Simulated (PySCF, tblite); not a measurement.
# C4H13BSi: geometry, infrared bands and NMR shifts

Aim: predict the infrared bands and NMR shifts of C4H13BSi (`BC[Si@@H](C)CC`).

Computed with tblite 0.8.0 and PySCF 2.14.0, with density-fitted response routines of our own, on a single molecule in the gas phase. Atoms count from 0, in the outputs and in this text.

## (1) Starting geometry

19 atoms, charge 0, multiplicity 1; geometry from: force field or distance geometry start.

Bonds of the start (Å): B0–C1 1.59, C1–Si2 1.88, Si2–C3 1.88, Si2–C4 1.87, C4–C5 1.52, B0–H6 1.17, B0–H7 1.19, C1–H8 1.09, C1–H9 1.11, Si2–H10 1.47, C3–H11 1.12, C3–H12 1.10, C3–H13 1.11, C4–H14 1.10, C4–H15 1.11, C5–H16 1.11, C5–H17 1.11, C5–H18 1.12.

## (2) Optimising the geometry with GFN2-xTB

The job: settings as JSON, then the geometry in Å.

```
{"job": {"kind": "relax", "xc": "GFN2-xTB", "basis": "xTB"}, "charge": 0, "multiplicity": 1}
B     -1.441900    -1.766000     0.300800
C     -0.849400    -0.938000    -0.924900
Si    -0.115400     0.678900    -0.320400
C     -1.478700     1.779800     0.353300
C      1.178900     0.403700     1.004000
C      2.330600    -0.432100     0.461100
H     -1.014200    -2.823900     0.569300
H     -2.336800    -1.312900     0.939000
H     -1.640200    -0.742500    -1.654400
H     -0.050000    -1.540400    -1.397100
H      0.490300     1.365400    -1.470200
H     -1.932000     1.287200     1.255400
H     -2.263400     1.924000    -0.401900
H     -1.045100     2.752900     0.648200
H      0.712400    -0.099800     1.866300
H      1.559300     1.394200     1.342500
H      2.804800     0.070500    -0.408400
H      1.977900    -1.446200     0.167600
H      3.102900    -0.545400     1.262900
```

Launch:

```console
$ OMP_NUM_THREADS=1 python probes_run.py task.json out
```

This one command runs all jobs of the session in turn.

**Question.** This job is followed by: GFN2-xTB harmonic vibrations, gas phase; GIAO PBE0/pcSseg-1 NMR shielding, non-relativistic, gas phase. Predict these results of the whole session: strongest single infrared mode (GFN2-xTB); zero-point energy (GFN2-xTB); ¹³C shifts against TMS (PBE0/pcSseg-1); ¹H shifts against TMS (PBE0/pcSseg-1, means over atoms taken as alike); ¹¹B shifts against BF3·OEt2 (PBE0/pcSseg-1); ²⁹Si shifts against TMS (PBE0/pcSseg-1); surface potential, 1st and 99th percentile.

The runs gave:

| quantity | value |
| --- | --- |
| strongest single infrared mode (GFN2-xTB) | 2126 cm⁻¹, 357 km/mol |
| zero-point energy (GFN2-xTB) | 98.8 kcal/mol |
| ¹³C shifts against TMS (PBE0/pcSseg-1) | 28.8, 12.8, 10.7, -0.9 ppm |
| ¹H shifts against TMS (PBE0/pcSseg-1, means over atoms taken as alike) | 7.87, 4.64, 2.21, 1.96, 1.24, 0.69, 0.39, 0.16 ppm |
| ¹¹B shifts against BF3·OEt2 (PBE0/pcSseg-1) | 85.2 ppm |
| ²⁹Si shifts against TMS (PBE0/pcSseg-1) | -12.1 ppm |
| surface potential, 1st and 99th percentile | -0.37 V and 1.06 V |

What this shows: Over 65 steps the energy fell by 0.262 eV; of the close pairs, C1–Si2 changed most, 1.876 to 1.928 Å. No mode is imaginary among the 51: a minimum at this level. The strongest single mode, at 2126 cm⁻¹, moves mainly H10. GFN2-xTB is a fitted tight-binding method: band positions and strengths are rough. Its intensities can rank the bands wrongly. At PBE0/pcSseg-1: The widest tensor belongs to B0: span 209 ppm, with a paramagnetic part of -178 ppm. At PBE0/pcSseg-1, counted by nearest atom on the grid, the HOMO lies on C4 32 %; Si2 17 %, the LUMO on B0 47 %; H6, H7 about 14 % each.
